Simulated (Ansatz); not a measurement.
# La3NiSi3 (Imm2): the equilibrium volume

At what volume is La3NiSi3 (Imm2) free of pressure?

Computed with Ansatz 0.2.0 (DFT PBEsol, scalar-relativistic, plane waves, PAW, unless a step's input says otherwise).

### 1 The structure to begin with

Symmetry: Imm2, No. 44, orthorhombic system. Conventional cell: a = 4.098 Å, b = 4.402 Å, c = 18.320 Å, α = 90.00°, β = 90.00°, γ = 90.00°. La (site symmetry mm2) is surrounded by 7 Si at 3.13 to 3.36 Å. La (site symmetry mm2) has 2 Ni at 3.06 Å and 5 Si at 3.13 to 3.33 Å in its first shell of neighbours. Around La (site symmetry mm2) lie 8 Si at 3.20 to 3.35 Å and 4 Ni at 3.23 Å. Ni (site symmetry mm2) has 3 Si at 2.29 to 2.39 Å in its first shell of neighbours. Si (site symmetry mm2) is surrounded by 2 Ni at 2.39 Å and 7 La at 3.13 to 3.36 Å. Si (site symmetry mm2) is surrounded by 2 Si at 2.49 Å and 7 La at 3.13 to 3.35 Å. Si (site symmetry mm2) is surrounded by 1 Ni at 2.29 Å and 2 Si at 2.49 Å and 6 La at 3.17 to 3.20 Å.

Structure file:

```
CELL_PARAMETERS angstrom
-2.04897 2.20108 9.16004
2.04897 -2.20108 9.16004
2.04897 2.20108 -9.16004
ATOMIC_POSITIONS crystal
La 0.81619 0.31619 0.50000
La 0.18122 0.68122 0.50000
La 0.00081 0.00081 0.00000
Ni 0.56551 0.56551 0.00000
Si 0.63288 0.13288 0.50000
Si 0.36302 0.86302 0.50000
Si 0.44037 0.44037 0.00000
```

The moments start at Ni 0.80 μB.

### 2 The first run (PBEsol, 6×6×6 mesh)

Contents of input.yaml:

```yaml
crystal:
  lattice:
    - [-2.04896759, 2.20108429, 9.16004497]
    - [2.04896759, -2.20108429, 9.16004497]
    - [2.04896759, 2.20108429, -9.16004497]
  atoms:
    - { symbol: La, position: [0.816193, 0.316193, 0.5] }
    - { symbol: La, position: [0.18122, 0.68122, 0.5] }
    - { symbol: La, position: [0.000811, 0.000811, 0.0] }
    - { symbol: Ni, position: [0.56551, 0.56551, 0.0], spin: 0.8 }
    - { symbol: Si, position: [0.632879, 0.132879, 0.5] }
    - { symbol: Si, position: [0.363018, 0.863018, 0.5] }
    - { symbol: Si, position: [0.440368, 0.440368, 0.0] }
basis:
  ecutwfc: 420
kpoints:
  mp_grid: { grid: [6, 6, 6] }
hamiltonian:
  xc: pbesol
scf:
  occupations: { method: gaussian, width: 0.1 }
  lower_state_search: "off"
output:
  forces: true
  stress: true
  eigenvalues: true
  populations: true
magnetization:
  spin_polarized: true
```

Command:

```bash
$ ansatz run input.yaml --threads 8 --pin off --max-ram 14336MiB --backend cpu --events-out ev --progress --plain --runs-dir out
```

Output (excerpt; [...] marks lines left out):

```text
Warning: RAYON_NUM_THREADS=8 ignored (pool sized by the plan → 8); use --threads N
[...]
La: projections on atomic orbitals take those of the free atom [Kr 4d10] 4f0 5s2 5p6 5d1 6s2, of charge +0.00 (hamiltonian.pseudopotentials.projection_atoms); the dataset's partial waves leave at most 1.9e-5 of an orbital's norm unspanned inside its sphere
[...]
Pseudopotentials: kind: paw
Pseudopotential: La, paw, valence charge 11, recommended cutoff 420 eV (normal), La.paw.azcp
Pseudopotential: Ni, paw, valence charge 18, recommended cutoff 420 eV (normal), Ni.paw.azcp
Pseudopotential: Si, paw, valence charge 4, recommended cutoff 420 eV (normal), Si.paw.azcp
Functional definition: PBEsol
[...]
Crystal: 7 atoms, lattice volume = 165.245 Å³
Basis set: ecut = 420 eV, 3239 PW (Γ), FFT grids on a1+a3, a2+a3, a3, exchange–correlation on 60×60×144 points (8 copies of the dense FFT grid, shifted against one another)
Bands: 39, of which v1, the nominal top of the filled ones, is band 32 counted from 1 (31 counted from 0)
Symmetry: 4 space group operations
Space group: Imm2 (ITA 44), of the structure as read, at distance tolerance 5.5e-5 Å
Magnetic group: BNS 44.229 (UNI 327), of the structure as read, at distance tolerance 5.5e-5 Å
k-points: 46 of 216 (time reversal used)
[...]
Starting moments: Σ|m| = 0.8 μB on 1 of 7 sites
[...]
SCF iter   1: F=—  HF=-26162.958631 eV  |F-HF|=—  |Δ(HF+E_count)|=         —  Δρ=1.69e-1 (↑1.22e-1 ↓1.69e-1)  dr2=1.64e2  dr2_m=8.57e-1  M=1.592 μB ∫|m|=1.715 μB  β_m=1.00  ethr=3.10e-3  ⟨swp⟩=6.2  Hψ=16260  notcnv=0
[...]
WARN: the starting moments were not kept: the SCF closed with an absolute magnetisation of 1.2e-4 μB, where they sum to 0.8 μB in size (1 site). That is at most 0.1 of that sum. Measured as dr2_m measures the in/out step, that magnetisation stands 8.2e-10 eV from none, at or under the [...]
SCF converged after 22 iterations
Magnetization: -0.0001 μB (31.4999 up, 31.5001 down)
Absolute magnetization: 0.0001 μB (∫|ρ↑−ρ↓|, with the PAW one-centre terms)
Spin contamination: 0.0000 ħ² per cell (⟨S²⟩ above its minimum at these occupations)
[...]
Free energy (F): -26158.478620 eV
[...]
E sigma→0 (E₀):  -26158.463436 eV
Entropy (-TS):   -0.030367 eV (-4.338 meV/atom)
Fermi energy:    10.913195 eV
[...]
--- Forces (eV/Å), atoms counted from 1 ---
  atom   1  La     0.00000000     0.00000000    -0.10167072
  atom   2  La     0.00000000     0.00000000    -0.18130068
  atom   3  La     0.00000000     0.00000000     0.04728713
  atom   4  Ni     0.00000000     0.00000000     0.18016792
  atom   5  Si     0.00000000     0.00000000    -0.30409596
  atom   6  Si     0.00000000     0.00000000     0.02423805
  atom   7  Si     0.00000000     0.00000000     0.33537376
[...]
--- Stress (GPa, compression-positive) ---
       -3.755709       0.000000       0.000000
        0.000000      -3.284968       0.000000
        0.000000       0.000000      -3.033094
  P = ⅓ Tr σ = -3.3579 GPa (-33.579 kbar)
--- Band table (eV; the first three rows and the last of 92) ---
[...]
--- Löwdin populations: 7 sites ---
  site symbol       q [e]    m [muB]
     0     La     10.8223    -0.0001
     1     La     10.9009    -0.0000
     2     La     10.7927    -0.0000
     3     Ni     17.5154     0.0000
     4     Si      4.3848     0.0000
     5     Si      4.1272    -0.0000
     6     Si      4.1458    -0.0000
  spilling = 0.004936 (of n_electrons = 63.000000)
```

Wall time 24 s (8 threads of Arm Neoverse V2, shared host); peak memory 0.91 GiB.

In short: volume 23.606 Å³/atom, pressure -3.36 GPa, a metal on this mesh, no moment left.

[end of part 1 of 2]
